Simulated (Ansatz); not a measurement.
**BGeH₆NS: how energies converge with the basis set**

Aim: see how fast density functionals converge with the basis set for BGeH₆NS.

The runs use Ansatz 0.2.0, Gaussian basis; one geometry, several basis sets.

Plan: PBE0-D4/def2-SVP; ωB97M-V/def2-SVP; PBE0-D4/def2-QZVPP; ωB97M-V/def2-QZVPP; the functionals' def2-TZVPP values are taken from earlier runs.

## Step 1: The relaxed structure

An earlier PBE0-D4 in a triple-zeta def2 set relaxation fixed the geometry.

SMILES `NB[S][GeH3]`, 10 atoms, charge 0, spin multiplicity 1.

Atoms are counted from 1 here; the program's logs count them from 0.

Bond lengths: N1–B2 1.391 Å, N1–H5 1.006 Å, N1–H6 1.005 Å, B2–S3 1.820 Å, B2–H7 1.197 Å, S3–Ge4 2.222 Å, Ge4–H8 1.535 Å, Ge4–H9 1.536 Å, Ge4–H10 1.536 Å. Angles: B2–N1–H5 123.8°, B2–N1–H6 122.2°, H5–N1–H6 114.1°, N1–B2–S3 119.8°, N1–B2–H7 119.2°, S3–B2–H7 121.0°, B2–S3–Ge4 98.9°, S3–Ge4–H8 106.1°, S3–Ge4–H9 110.0°, S3–Ge4–H10 110.0°, H8–Ge4–H9 110.4°, H8–Ge4–H10 110.4°, H9–Ge4–H10 110.0°.

## Step 2: PBE0-D4 in def2-SVP

Contents of in.yaml:

```yaml
crystal:
  periodic: [false, false, false]
  atoms:
    - {symbol: N, position_ang: [-0.925400, 1.809469, -1.198020]}
    - {symbol: B, position_ang: [-0.286619, 0.873141, -0.392499]}
    - {symbol: S, position_ang: [-0.581509, -0.902404, -0.660288]}
    - {symbol: Ge, position_ang: [0.729046, -1.713993, 0.939730]}
    - {symbol: H, position_ang: [-1.558723, 1.568511, -1.941664]}
    - {symbol: H, position_ang: [-0.788175, 2.797822, -1.080971]}
    - {symbol: H, position_ang: [0.451854, 1.252076, 0.469960]}
    - {symbol: H, position_ang: [0.603726, -3.241779, 0.858442]}
    - {symbol: H, position_ang: [0.255792, -1.211059, 2.311792]}
    - {symbol: H, position_ang: [2.183207, -1.283084, 0.696418]}
basis:
  gaussian: {orbitals: def2-SVP}
hamiltonian: {xc: pbe0, dispersion: d4}
output: {orbitals: {seedname: orbitals}}
```

After this run come: ωB97M-V in def2-SVP; PBE0-D4 in def2-QZVPP; ωB97M-V in def2-QZVPP.

**Question.** What will the summary of the whole plan be? Wanted: PBE0-D4: double and triple zeta above quadruple; ωB97M-V: double and triple zeta above quadruple.

**Answer**, as computed:

| quantity | value |
| --- | --- |
| PBE0-D4: double and triple zeta above quadruple | 15.09, 1.69 eV |
| ωB97M-V: double and triple zeta above quadruple | 15.13, 1.63 eV |

For PBE0-D4 the step from double to triple zeta gains 13.41 eV and the next only 1.69 eV. These are total energies; as a rule much of such shifts cancels in differences, which this series doesn't test. The LUMO of ωB97M-V is positive and keeps falling with the basis (2.38 to 1.32 eV): an unbound level that the basis holds in place.
